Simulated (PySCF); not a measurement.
# GeSiH6O (SMILES [OH][GeH2][SiH3]): revPBE/cc-pVDZ

What is the energy change on altering one bond length of GeSiH6O at revPBE/cc-pVDZ? The job is set up through a Python script.

The results are computed with PySCF 2.14.0.

2 further runs of the same task are left out: 2 set aside as unsound or not needed.

## Step 1: The molecule

The species is GeSiH6O (9 atoms), meant as a singlet with charge 0. As SMILES, `[OH][GeH2][SiH3]`. The shape is that of a PBE0-D4/def2-TZVP optimisation. This is one conformer, not always the lowest.

Bond lengths: O1–Ge2 1.791 Å, Ge2–Si3 2.389 Å, O1–H4 0.960 Å, Ge2–H5 1.546 Å, Ge2–H6 1.536 Å, Si3–H7 1.488 Å, Si3–H8 1.488 Å, Si3–H9 1.486 Å. Some angles: O1–Ge2–Si3 109.9°, O1–Ge2–H5 109.2°, O1–Ge2–H6 103.6°, Si3–Ge2–H5 111.3°, Si3–Ge2–H6 113.0°, Ge2–O1–H4 112.4°, Ge2–Si3–H7 110.2°, Ge2–Si3–H8 109.3°, Ge2–Si3–H9 110.4°, H5–Ge2–H6 109.6°.

## Step 2: A single-point energy at revPBE/cc-pVDZ

The input, calc.py:

```python
from pyscf import gto, dft

molecule = gto.M(
    atom='''
O     -3.147150     1.895773    -1.615338
Ge     0.163083     1.699998    -0.936359
Si     0.993618    -1.909946     1.644818
H     -3.729186     0.506258    -2.624830
H      1.651054     1.572441    -3.447616
H      0.733403     4.207853     0.407992
H      3.752996    -2.140682     2.132367
H      0.113573    -4.225806     0.314261
H     -0.364339    -1.693384     4.092769
''',
    basis='cc-pvdz',
    max_memory=1860,
    unit='bohr',
    charge=0,
    verbose=3,
)

myscf = dft.RKS(molecule, xc='revpbe')
myscf.conv_tol = 1e-10
myscf.grids.level = 5
myscf.kernel()
if not myscf.converged:
    myscf = myscf.newton().run(myscf.mo_coeff, myscf.mo_occ)

e_final = myscf.e_tot
print('E(%s) = %.9f' % ('REVPBE', e_final))
```

Command:

```console
$ OMP_NUM_THREADS=1 python calc.py
```

The log of the run:

```text
converged SCF energy = -2445.04999930547
E(REVPBE) = -2445.049999305
```

Run time: 25 s. Hardware: 1 thread of Intel Xeon at 2.70GHz, shared host; peak memory 0.46 GiB.

## Step 3: The distorted shape

The input, run.py:

```python
from pyscf import gto, dft

mol = gto.M(
    atom='''
O   -1.295799   1.885562  -0.213759
Ge   0.455901   1.781962   0.145541
Si   0.895401  -0.128338   1.511441
H   -1.973400   0.267900  -1.389000
H    1.243301   1.714462  -1.183359
H    0.757701   3.109062   0.856941
H    2.355601  -0.250438   1.769441
H    0.429701  -1.353838   0.807341
H    0.176801  -0.013738   2.806841
''',
    max_memory=1860,
    basis='cc-pvdz',
    verbose=3,
    charge=0,
)

mf = dft.RKS(mol, xc='revpbe')
mf.grids.level = 5
mf.conv_tol = 1e-10
mf.kernel()
if not mf.converged:
    mf = mf.newton().run(mf.mo_coeff, mf.mo_occ)

e_tot = mf.e_tot
print('E(%s) = %.9f' % ('REVPBE', e_tot))
```

Command:

```console
$ OMP_NUM_THREADS=1 python run.py
```

The log of the run:

```text
converged SCF energy = -2444.87675000709
E(REVPBE) = -2444.876750007
```

It took 36 s on 1 thread of Intel Xeon at 2.70GHz, shared host; peak memory 0.46 GiB.

## Step 4: Outcome

Level: revPBE/cc-pVDZ.

| quantity | value |
| --- | --- |
| first shape: total energy | -2445.05000 Eh |
| first shape: dipole moment | 1.24 D |
| first shape: HOMO energy | -6.16 eV |
| first shape: LUMO energy | -0.83 eV |
| first shape: HOMO–LUMO gap | 5.33 eV |
| distorted shape: total energy | -2444.87675 Eh |
| distorted shape: dipole moment | 1.28 D |
| distorted shape: HOMO energy | -5.98 eV |
| distorted shape: LUMO energy | -5.59 eV |
| distorted shape: HOMO–LUMO gap | 0.39 eV |
| energy change with the O1–H4 bond stretched from 0.960 to 2.111 Å | 4.714 eV |

One bond (distorted shape) is far stretched, which a spin-restricted single reference describes badly; a broken-symmetry solution may lie lower. With the O1–H4 bond stretched from 0.960 to 2.111 Å the energy rises by 4.71 eV (109 kcal/mol). The first shape isn't relaxed at this level, so the change isn't measured from a minimum. A restricted reference can't describe the breaking bond well at this length. Mulliken charges (first shape) run from -0.35 on O1 to +0.37 on Ge2; they depend strongly on the basis.
